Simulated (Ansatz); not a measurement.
Sr2SO:

```
Sr S O
1.0
     4.04324    0.00000    0.00000
     0.00000    4.04324    0.00000
     0.00000    0.00000    5.71800
Sr S O
2 1 1
Direct
  0.50000 0.50000 0.50000
  0.00000 0.00000 0.00000
  0.00000 0.00000 0.50000
  0.50000 0.50000 0.00000
```

The cell comes from a database or a generator and needn't be the stable form of this composition.

Program: Ansatz 0.2.0. Alike in all runs: task projected density of states; potentials or basis Ansatz PAW; no spin polarisation; cell as given; k mesh 4 × 4 × 3; smearing fermi-dirac 0.05 eV.

**Question.** Order these runs on this cell by their band gap on the k mesh, lowest first.
A. level BLYP; cutoff (eV) 420
B. level r2SCAN; cutoff (eV) 500
C. level HSE06; cutoff (eV) 420
D. level r2SCAN0; cutoff (eV) 500
E. level PBE; cutoff (eV) 420

**Answer.** E (2.21 eV), A (2.37 eV), B (2.63 eV), C (3.42 eV), D (4.45 eV).

Caveats: odd divisions of the mesh miss points on the zone boundary, where band edges often lie, so the gap on the mesh can be too wide; the density of states is complete only up to the lowest level of the last band computed.

A k mesh can miss the band edges.
